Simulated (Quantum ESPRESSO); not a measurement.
GaGe:

```
Ge Ga
1.0
     0.00000    2.89784    2.89784
     2.89784    0.00000    2.89784
     2.89784    2.89784    0.00000
Ge Ga
1 1
Direct
  0.00000 0.00000 0.00000
  0.25000 0.25000 0.25000
```

The cell comes from a database or a generator and needn't be the stable form of this composition.

- Program: Quantum ESPRESSO 7.5
- Task: phonons
- Functional: PW91
- Potentials or basis: JTH 2.0 PBE
- Cutoff: 735 eV
- Density cutoff: 4408 eV
- k mesh: 7 × 7 × 7
- Occupations: gaussian, width 0.2 eV
- Spin: no spin polarisation
- Mixing beta: 0.5
- Most SCF iterations: 120
- SCF threshold: 4e-10 Ry

The cell and the atoms were relaxed first, to 24.43 Å³/atom (a = 4.104 Å, b = 4.104 Å, c = 4.104 Å, α = 60.00°, β = 60.00°, γ = 60.00°), and the response was taken there.

At Γ the optical frequencies are 165 165 165 cm⁻¹, at a pressure of 0.0 GPa.

Problem. How do the modes respond when the cell is scaled evenly, at fixed shape?

Solution. The highest mode has a Grüneisen parameter of 1.74 and moves by +5.9 cm⁻¹ per GPa. None of the listed modes softens on compression. The pressures give a bulk modulus of about 49 GPa.

Frequencies at 99 % and 101 % of the volume (pressures 0.5 and -0.5 GPa), ions relaxed:
| mode | 99 % (cm⁻¹) | 101 % (cm⁻¹) | Grüneisen parameter |
| --- | --- | --- | --- |
| 4 | 167.6 | 161.8 | 1.74 |
| 5 | 167.6 | 161.8 | 1.74 |
| 6 | 167.6 | 161.8 | 1.74 |

Modes are matched by their order; those that don't vary smoothly over the three volumes are left out.

Caveat: the mesh is thin for the phonons of a metal; the potentials were made for another functional, which shifts forces and pressure.
